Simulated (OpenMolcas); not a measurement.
**Pt³⁺ among point charges: CASSCF and CASPT2 levels and susceptibility**

How does a field of 5 point charges split the states of Pt³⁺, and what χT follows?

Program: OpenMolcas 26.06. Level of theory: state-averaged CASSCF and CASPT2, spin-orbit coupling by RASSI with atomic mean-field integrals. These are calculated values, not measurements, unless marked.

**1. The atom as given**

| Property | Result |
| --- | --- |
| Species | Pt³⁺ (platinum, Z = 78, 75 electrons) |
| Basis | ANO-RCC-VDZP [7s6p4d2f], 59 functions |
| Scalar Hamiltonian | DKH2, point nucleus |
| Inactive shells | 1s 2s 2p 3s 3p 3d 4s 4p 4d 4f 5s 5p |
| Active space | 7 electrons in 5 orbitals (5d) |
| Some configurations of this space | 5d7 |
| Orbitals | optimised for each spin and parity, averaged over all roots |

The outer shells:

5d7
```
5d [↑↓][↑↓][↑ ][↑ ][↑ ]
```

The ion sits among 5 point charges of -1 e arranged as a square pyramid (C4v), 2.13 Å from the ion, with the axial distance 2.173 Å.

Each step is its own input file, run in one work folder so that later steps find the files of earlier ones. Labels, J, g values, rates, χT and fits are worked out afterwards by a script from the matrices that RASSI stores.

**2. One- and two-electron integrals**

The input, a.inp:

```
&GATEWAY
Coord
1

Pt 0.0 0.0 0.0
Basis=ANO-RCC-VDZP
Group=NoSym
NoMove
AngMom=0.0 0.0 0.0
AMFI
XField
5 Angstrom 0
2.130000 0.000000 0.000000 -1.000000
0.000000 2.130000 0.000000 -1.000000
-2.130000 0.000000 0.000000 -1.000000
0.000000 -2.130000 0.000000 -1.000000
0.000000 0.000000 2.172600 -1.000000
&SEWARD
```

Run with:

```bash
> OMP_NUM_THREADS=1 MOLCAS_MEM=1689 MOLCAS_PROJECT=a pymolcas a.inp > a.log
```

Log:

```text
Basis set label: PT.ANO-RCC...7S6P4D2F.

      Electronic valence basis set:
      ------------------
      Associated Effective Charge  78.000000 au
      Associated Actual Charge     78.000000 au
      Nuclear Model: Point charge

      Shell  nPrim  nBasis  Cartesian Spherical Contaminant
         s      24       7        X
         p      21       6        X
         d      15       4                 X
         f      11       2                 X
                  Relativistic Douglas-Kroll-Hess integrals:
                    - DKH order of Hamiltonian: 2
                    - DKH order of Properties : 0
                  Atomic mean-field integrals
```

**3. Reference wave functions, quartets, 10 roots**

The input, a.inp:

```
&RASSCF
FileOrb=start.orb
Symmetry=1
Spin=4
nActEl=7 0 0
Inactive=34
Ras2=5
CIRoot=10 10 1
SDav=10
CIMx=300
Iter=120 100
PrWF=0.3
OrbListing=Nothing
MaxOrb=0
>>> COPY $Project.JobIph JOB001
```

Run with:

```bash
> OMP_NUM_THREADS=1 MOLCAS_MEM=1689 MOLCAS_PROJECT=a pymolcas a.inp > a.log
```

start.orb holds the contracted functions of the basis, ordered by shell, or the orbitals of the step before.

Log, shortened:

```text
[...]
      Number of active orbitals                  5
[...]
      Spin quantum number                      1.5
[...]
      Active orbitals                            5
[...]
      Number of CSFs                            10
      Number of root(s) required                10
[...]
      Convergence after 10 iterations
[...]
      Natural orbitals and occupation numbers for root  1
      sym 1:   1.068380   1.931620   1.931620   1.000000   1.068380
      Natural orbitals and occupation numbers for root  2
      sym 1:   1.674758   1.325242   1.325242   1.674758   1.000000
      Natural orbitals and occupation numbers for root  3
      sym 1:   1.674758   1.325242   1.674758   1.325242   1.000000
::    RASSCF root number  1 Total energy: -18397.67054397
::    RASSCF root number  2 Total energy: -18397.66559587
::    RASSCF root number  3 Total energy: -18397.66559587
[...]
::    RASSCF root number  7 Total energy: -18397.63895320
::    RASSCF root number  8 Total energy: -18397.60135919
::    RASSCF root number  9 Total energy: -18397.60135919
::    RASSCF root number 10 Total energy: -18397.57420432
```

**4. Reference wave functions, doublets, 40 roots**

The input, a.inp:

```
&RASSCF
FileOrb=start.orb
Symmetry=1
Spin=2
nActEl=7 0 0
Inactive=34
Ras2=5
CIRoot=40 40 1
SDav=40
CIMx=300
Iter=120 100
PrWF=0.3
OrbListing=Nothing
MaxOrb=0
>>> COPY $Project.JobIph JOB002
```

Run with:

```bash
> OMP_NUM_THREADS=1 MOLCAS_MEM=1689 MOLCAS_PROJECT=a pymolcas a.inp > a.log
```

Log, shortened:

```text
[...]
      Number of active orbitals                  5
[...]
      Spin quantum number                      0.5
[...]
      Active orbitals                            5
[...]
      Number of CSFs                            40
      Number of root(s) required                40
[...]
      Convergence after  7 iterations
[...]
      Natural orbitals and occupation numbers for root  1
      sym 1:   1.915804   1.915804   1.886060   1.052237   0.230094
      Natural orbitals and occupation numbers for root  2
      sym 1:   1.844785   1.113266   1.844785   1.155209   1.041954
      Natural orbitals and occupation numbers for root  3
      sym 1:   1.896076   1.861527   1.095732   1.783992   0.362672
::    RASSCF root number  1 Total energy: -18397.61465444
::    RASSCF root number  2 Total energy: -18397.60468116
::    RASSCF root number  3 Total energy: -18397.60251916
[...]
::    RASSCF root number 27 Total energy: -18397.55523676
::    RASSCF root number 28 Total energy: -18397.55464160
::    RASSCF root number 29 Total energy: -18397.51554460
::    RASSCF root number 30 Total energy: -18397.51554460
```

**5. RASSI: spin-orbit coupling between the states**

The input, a.inp:

```
&RASSI
NrOfJobIphs=2 10 40
1 2 3 4 5 6 7 8 9 10
1 2 3 4 5 6 7 8 9 10 11 12 13 14 15 16 17 18 19 20 21 22 23 24 25 26 27
28 29 30 31 32 33 34 35 36 37 38 39 40
IphNames
JOB001
JOB002
EJob
SpinOrbit
DIPRint=1.0
SOCoupling=1000.0
Subsets=2
Property=9
'ANGMOM' 1 'ANGMOM' 2 'ANGMOM' 3 'MLTPL  1' 1 'MLTPL  1' 2 'MLTPL  1' 3
'AMFI' 1 'AMFI' 2 'AMFI' 3
SOProperty=3
'ANGMOM' 1 'ANGMOM' 2 'ANGMOM' 3
```

Log:

```text
SPIN-FREE ENERGIES:
  (Shifted by EMIN (a.u.) =     -18397.6705439653)

 SF State       Relative EMIN(au)   Rel lowest level(eV)    D:o, cm**(-1)      L_eff

     1             0.0000000000        0.0000000000              0.0000         2.9
     2             0.0049480947        0.1346445174           1085.9813         3.0
     3             0.0049480947        0.1346445174           1085.9813         3.0
     4             0.0120166532        0.3269897922           2637.3505         3.0
     5             0.0200404425        0.5453282211           4398.3687         2.9
     6             0.0200404425        0.5453282211           4398.3687         2.9
     7             0.0315907691        0.8596286200           6933.3724         3.0
    11             0.0558895231        1.5208313989          12266.3325         4.0
    12             0.0658628018        1.7922181403          14455.2142         4.2
    13             0.0680248034        1.8510492005          14929.7187         4.0
    14             0.0680248034        1.8510492005          14929.7187         4.0
     9             0.0691847765        1.8826136750          15184.3033         1.2
     8             0.0691847765        1.8826136750          15184.3033         1.2
    15             0.0754880177        2.0541336072          16567.7049         4.0
    16             0.0781294193        2.1260098067          17147.4255         4.0
    17             0.0782315507        2.1287889428          17169.8408         4.3
    18             0.0782315507        2.1287889428          17169.8408         4.3
    19             0.0824251920        2.2429037363          18090.2386         4.0
    20             0.0835531963        2.2735982966          18337.8070         2.0
    21             0.0855037817        2.3266764294          18765.9110         4.2
    22             0.0855037817        2.3266764294          18765.9110         4.2
    10             0.0963396442        2.6215352685          21144.1079         1.1
    23             0.0966012544        2.6286540447          21201.5247         4.8
    24             0.0978036303        2.6613723606          21465.4157         3.7
    25             0.0978036303        2.6613723606          21465.4157         3.7
    26             0.1011132648        2.7514321022          22191.7965         4.2
    27             0.1019579650        2.7744175666          22377.1868         4.7
    28             0.1043816655        2.8403698181          22909.1276         4.1
    29             0.1043816655        2.8403698181          22909.1276         4.1
    30             0.1094854624        2.9792512069          24029.2815         4.6
    31             0.1099230182        2.9911577064          24125.3139         3.2
    32             0.1099230182        2.9911577064          24125.3139         3.2
    33             0.1100553385        2.9947583255          24154.3549         3.3
    34             0.1134506659        3.0871498896          24899.5431         2.5
    35             0.1135102032        3.0887699828          24912.6100         3.8
    36             0.1135102032        3.0887699828          24912.6100         3.8
    37             0.1153072084        3.1376689852          25307.0071         2.4
    38             0.1159023661        3.1538640501          25437.6291         4.6
    39             0.1549993628        4.2177475284          34018.4280         3.0
    40             0.1549993628        4.2177475284          34018.4280         3.0
Eigenvalues of complex Hamiltonian:
   -----------------------------------
  (Shifted by EMIN (a.u.) =     -18397.6705439653)

 SO State       Relative EMIN(au)   Rel lowest level(eV)    D:o, cm**(-1)     J-value

     1            -0.0454118212        0.0000000000              0.0000         4.4
     2            -0.0454118212        0.0000000000              0.0000         4.4
     3            -0.0429194388        0.0678211802            547.0147         4.2
     4            -0.0429194388        0.0678211802            547.0147         4.2
     5            -0.0367339207        0.2361377020           1904.5790         1.8
     6            -0.0367339207        0.2361377020           1904.5790         1.8
     7            -0.0361513772        0.2519895174           2032.4325         3.8
     8            -0.0361513772        0.2519895174           2032.4325         3.8
     9            -0.0342832627        0.3028235033           2442.4363         3.1
    10            -0.0342832627        0.3028235033           2442.4363         3.1
    11             0.0006391437        1.2531105924          10107.0185         2.5
    12             0.0006391437        1.2531105924          10107.0185         2.5
    13             0.0052877373        1.3796052682          11127.2669         3.2
    14             0.0052877373        1.3796052682          11127.2669         3.2
    15             0.0066974398        1.4179652272          11436.6608         2.4
    16             0.0066974398        1.4179652272          11436.6608         2.4
    17             0.0067201438        1.4185830346          11441.6438         1.7
    18             0.0067201438        1.4185830346          11441.6438         1.7
    19             0.0134479792        1.6016567629          12918.2330         2.1
    20             0.0134479792        1.6016567629          12918.2330         2.1
    21             0.0144527336        1.6289975232          13138.7511         2.6
    22             0.0144527336        1.6289975232          13138.7511         2.6
    23             0.0213204844        1.8158785443          14646.0482         1.4
    24             0.0213204844        1.8158785443          14646.0482         1.4
    25             0.0260106491        1.9435044257          15675.4203         2.0
    26             0.0260106491        1.9435044257          15675.4203         2.0
    27             0.0299589121        2.0509421369          16541.9639         1.5
    28             0.0299589121        2.0509421369          16541.9639         1.5
    29             0.0389397926        2.2953243445          18513.0394         1.7
    30             0.0389397926        2.2953243445          18513.0394         1.7
    31             0.0453204949        2.4689520984          19913.4416         3.0
    32             0.0453204949        2.4689520984          19913.4416         3.0
    33             0.0482468824        2.5485831596          20555.7095         1.5
    34             0.0482468824        2.5485831596          20555.7095         1.5
    35             0.0498098441        2.5911135135          20898.7399         2.4
    36             0.0498098441        2.5911135135          20898.7399         2.4
    37             0.0518352475        2.6462275468          21343.2645         3.8
    38             0.0518352475        2.6462275468          21343.2645         3.8
    39             0.0535275854        2.6922784092          21714.6898         1.4
    40             0.0535275854        2.6922784092          21714.6898         1.4
    41             0.0582052820        2.8195650176          22741.3255         2.3
Weights of the five most important spin-orbit-free states for each spin-orbit state.

 SO State  Total energy (au)           Spin-free states, spin, and weights
 -------------------------------------------------------------------------------------------------------
    1        -0.045412       1 1.5  0.4658    3 1.5  0.1777    2 1.5  0.1777   19 0.5  0.0488    4 1.5  0.0339
    2        -0.045412       1 1.5  0.4658    3 1.5  0.1777    2 1.5  0.1777   19 0.5  0.0488    4 1.5  0.0339
    3        -0.042919       2 1.5  0.2264    3 1.5  0.2264    1 1.5  0.2158    4 1.5  0.1752   16 0.5  0.0362
    4        -0.042919       2 1.5  0.2264    3 1.5  0.2264    1 1.5  0.2158    4 1.5  0.1752   16 0.5  0.0362
    5        -0.036734       5 1.5  0.2692    6 1.5  0.2692    3 1.5  0.1316    2 1.5  0.1316   11 0.5  0.0642
    6        -0.036734       5 1.5  0.2692    6 1.5  0.2692    3 1.5  0.1316    2 1.5  0.1316   11 0.5  0.0642
    7        -0.036151       2 1.5  0.1727    3 1.5  0.1727    7 1.5  0.1581    4 1.5  0.1119    6 1.5  0.0773
    8        -0.036151       2 1.5  0.1727    3 1.5  0.1727    7 1.5  0.1581    4 1.5  0.1119    6 1.5  0.0773
    9        -0.034283       4 1.5  0.3149    7 1.5  0.1753    6 1.5  0.1116    5 1.5  0.1116   14 0.5  0.0390
   10        -0.034283       4 1.5  0.3149    7 1.5  0.1753    6 1.5  0.1116    5 1.5  0.1116   14 0.5  0.0390
   11         0.000639       1 1.5  0.5429    2 1.5  0.0627    3 1.5  0.0627   25 0.5  0.0353   24 0.5  0.0353
   12         0.000639       1 1.5  0.5429    2 1.5  0.0627    3 1.5  0.0627   25 0.5  0.0353   24 0.5  0.0353
```

These steps took 10 s in all on 1 thread, shared host.

Spin-free states:

| state | degeneracy | E (cm-1) | free-ion L (%) |
| --- | --- | --- | --- |
| quartet | 1 | 0 | F (96) |
| quartet | 2 | 1086 | F (99) |
| quartet | 1 | 2637 | F (100) |
| quartet | 2 | 4398 | F (96) |
| quartet | 1 | 6933 | F (100) |
| doublet | 1 | 12266 | G (61) |
| doublet | 1 | 14455 | G (77) |
| doublet | 2 | 14930 | G (65) |
| quartet | 2 | 15184 | P (95) |
| doublet | 1 | 16568 | G (89) |
| doublet | 1 | 17147 | G (86) |
| doublet | 2 | 17170 | G (66) |
| doublet | 1 | 18090 | G (96) |
| doublet | 1 | 18338 | P (82) |
| doublet | 2 | 18766 | H (48) |
| quartet | 1 | 21144 | P (96) |
| doublet | 1 | 21202 | H (80) |
| doublet | 2 | 21465 | H (49) |
| doublet | 1 | 22192 | H (62) |
| doublet | 1 | 22377 | H (84) |
| doublet | 2 | 22909 | H (59) |
| doublet | 1 | 24029 | H (80) |
| doublet | 2 | 24125 | D (53) |
| doublet | 1 | 24154 | D (51) |

With spin-orbit coupling:

| E (cm-1) | Degeneracy | 2S+1 | g |
| --- | --- | --- | --- |
| 0.0 | 2 | 4 | 1.25 6.38 6.38 |
| 547.0 | 2 | 4 | 2.37 4.30 4.30 |
| 1905 | 2 | 4 | 0.18 0.18 11.23 |
| 2032 | 2 | 4 | 3.97 3.97 4.74 |
| 2442 | 2 | 4 | 0.13 0.13 8.29 |
| 10107 | 2 | 4 | 0.31 0.31 4.70 |
| 11127 | 2 | 4 | 2.05 4.39 4.39 |
| 11437 | 2 | 4 | 1.92 1.92 4.15 |
| 11442 | 2 | 4 | 0.46 0.46 2.44 |
| 12918 | 2 | 4 | 1.23 1.23 3.84 |
| 13139 | 2 | 4 | 0.80 3.24 3.24 |
| 14646 | 2 | 4 | 2.53 2.53 3.84 |
| 15675 | 2 | 4 | 0.24 0.24 0.48 |
| 16542 | 2 | 4 | 0.12 1.81 1.81 |
| 18513 | 2 | 4 | 1.30 1.41 1.41 |
| 19913 | 2 | 2 | 0.74 3.44 3.44 |
| 20556 | 2 | 4 | 2.04 2.04 5.04 |
| 20899 | 2 | 2 | 2.61 3.39 3.39 |
| 21343 | 2 | 2 | 2.02 4.16 4.16 |
| 21715 | 2 | 4 | 1.03 1.03 1.31 |
| 22741 | 2 | 4 | 1.53 3.43 3.43 |
| 23176 | 2 | 2 | 1.09 3.96 3.96 |
| 23776 | 2 | 2 | 0.98 4.64 4.64 |
| 24476 | 2 | 4 | 1.36 1.36 3.41 |

The table of states holds 24 of 37 computed; the rest, higher up, is left out. Principal g values are given for doublets only; a zero marks a field direction without first-order Zeeman splitting.

Powder χT (cm³ K/mol): 2.60 at 2 K, 2.62 at 5 K, 2.65 at 10 K, 2.71 at 20 K, 2.89 at 50 K, 3.19 at 100 K, 3.47 at 150 K, 3.73 at 200 K, 3.93 at 250 K, 4.10 at 300 K.

**6. CASPT2: IPEA 0.25, imaginary shift 0.1 (closed shells correlated: 4f 5s 5p)**

The input, a.inp:

```
>>> COPY JOB001 $Project.JobIph
&CASPT2
Multistate=10 1 2 3 4 5 6 7 8 9 10
NoMult
Frozen=23
IPEA=0.25
Imaginary=0.1
MaxIter=60
WThr=0.0 0.3 0.05
PrWF=0.5
NoMix
>>> COPY JOB002 $Project.JobIph
&CASPT2
Multistate=40 1 2 3 4 5 6 7 8 9 10 11 12 13 14 15 16 17 18 19 20 21 22
23 24 25 26 27 28 29 30 31 32 33 34 35 36 37 38 39 40
NoMult
Frozen=23
IPEA=0.25
Imaginary=0.1
MaxIter=60
WThr=0.0 0.3 0.05
PrWF=0.5
NoMix
```

Log, shortened:

```text
[...]
      Active orbitals                            5
[...]
      E2 (Variational):          -0.3083297204
      Total energy:          -18397.9788736857
[...]
::    CASPT2 Root  1     Total energy: -18397.97887369
::    CASPT2 Root  2     Total energy: -18397.97520597
[...]
::    CASPT2 Root 27     Total energy: -18397.87504716
::    CASPT2 Root 28     Total energy: -18397.86704992
::    CASPT2 Root 29     Total energy: -18397.83785533
::    CASPT2 Root 30     Total energy: -18397.83785533
```

Time for this run: 11 s (1 thread, shared host).

SS-CASPT2: lowest energy less the reference's lowest, -0.3083 hartree; reference weights 0.935 to 0.944.

Spin-free states:

```csv
state,degeneracy,E (cm-1),free-ion L (%)
quartet,1,0,F (96)
quartet,2,805,F (99)
quartet,1,2809,F (100)
quartet,2,4223,F (96)
quartet,1,7410,F (100)
doublet,1,11526,G (61)
quartet,2,13334,P (95)
doublet,1,13358,G (77)
doublet,2,13996,G (65)
doublet,1,15179,G (89)
doublet,1,15671,P (82)
doublet,2,16053,G (66)
doublet,1,16071,G (86)
doublet,1,16688,G (96)
doublet,2,17405,H (48)
doublet,2,19560,H (49)
quartet,1,19903,P (96)
doublet,1,20059,H (80)
doublet,1,20847,H (62)
doublet,1,21114,H (84)
doublet,2,21822,H (59)
doublet,1,22182,D (77)
doublet,2,22551,D (53)
doublet,1,22589,D (51)
```

With spin-orbit coupling:

```csv
E (cm-1),Degeneracy,2S+1,g
0,2,4,1.28 6.36 6.36
550,2,4,2.46 4.19 4.19
1800,2,4,0.02 0.02 11.17
2050,2,4,3.85 3.85 4.85
2570,2,4,0.02 0.02 8.22
9860,2,4,0.12 0.12 4.71
10560,2,4,1.55 1.55 1.76
11290,2,4,0.47 3.53 3.53
11410,2,4,2.74 2.74 3.66
12870,2,4,0.69 0.69 5.33
13040,2,4,0.18 3.47 3.47
13940,2,4,2.32 2.32 3.77
14910,2,4,0.06 0.77 0.77
15890,2,4,0.29 1.66 1.66
17960,2,4,1.01 1.01 1.04
19180,2,4,2.11 2.11 4.55
19400,2,2,0.25 3.57 3.57
20200,2,2,2.13 3.31 3.31
20610,2,2,1.19 3.23 3.23
20890,2,4,0.19 0.19 0.20
21520,2,4,1.35 2.92 2.92
22390,2,2,0.86 4.05 4.05
22820,2,2,0.88 4.62 4.62
23490,2,4,1.16 1.16 3.33
```

Powder χT (cm³ K/mol): 2.60 at 2 K, 2.61 at 5 K, 2.64 at 10 K, 2.70 at 20 K, 2.88 at 50 K, 3.18 at 100 K, 3.46 at 150 K, 3.71 at 200 K, 3.91 at 250 K, 4.08 at 300 K.

**7. The methods side by side**

A. CASSCF
B. SS-CASPT2, IPEA 0.25, imaginary shift 0.1 (closed shells correlated: 4f 5s 5p)

```
method  ground state  first state of that spin (cm-1)  first gap with spin-orbit (cm-1)  χT at 300 K
     A       quartet                     quartet 1086                             547.0         4.10
     B       quartet                      quartet 805                             552.1         4.08
```

**8. What came out**

| quantity | value |
| --- | --- |
| method | SS-CASPT2, IPEA 0.25, imaginary shift 0.1 (closed shells correlated: 4f 5s 5p) |
| spin-free ground state | quartet, 1-fold in its orbital part |
| first state of the same spin within the active space | quartet at 805 cm⁻¹ |
| lowest level | 2-fold, g = 1.28, 6.36, 6.36 |
| next level | 552.1 cm⁻¹ |
| χT at 300 K | 4.08 cm³ K/mol |
| effective moment at 300 K | 5.71 μB |

Cost by method:

| method | time of its own steps | time with the reference |
| --- | --- | --- |
| A. CASSCF | 10 s | 10 s |
| B. SS-CASPT2, IPEA 0.25, imaginary shift 0.1, +4f 5s 5p | 11 s | 21 s |

Times are of one thread on a shared host.

What this shows: The spin-free ground state (quartet) comes to 96 % from free-ion F terms and keeps the highest spin of the shell. χT at 300 K is 4.08, against 1.88 cm³ K/mol for the spin alone, so orbital moment adds to it. An active space of the d shell alone favours high spin; real ions in strong fields can be low spin. The field of point charges can differ much from that of real complexes. With metal d orbitals alone active, the gaps between spin states are rough; where two lie within a few thousand cm-1, their order is open. Point charges carry no covalency, so the field is a model and not that of real ligands.
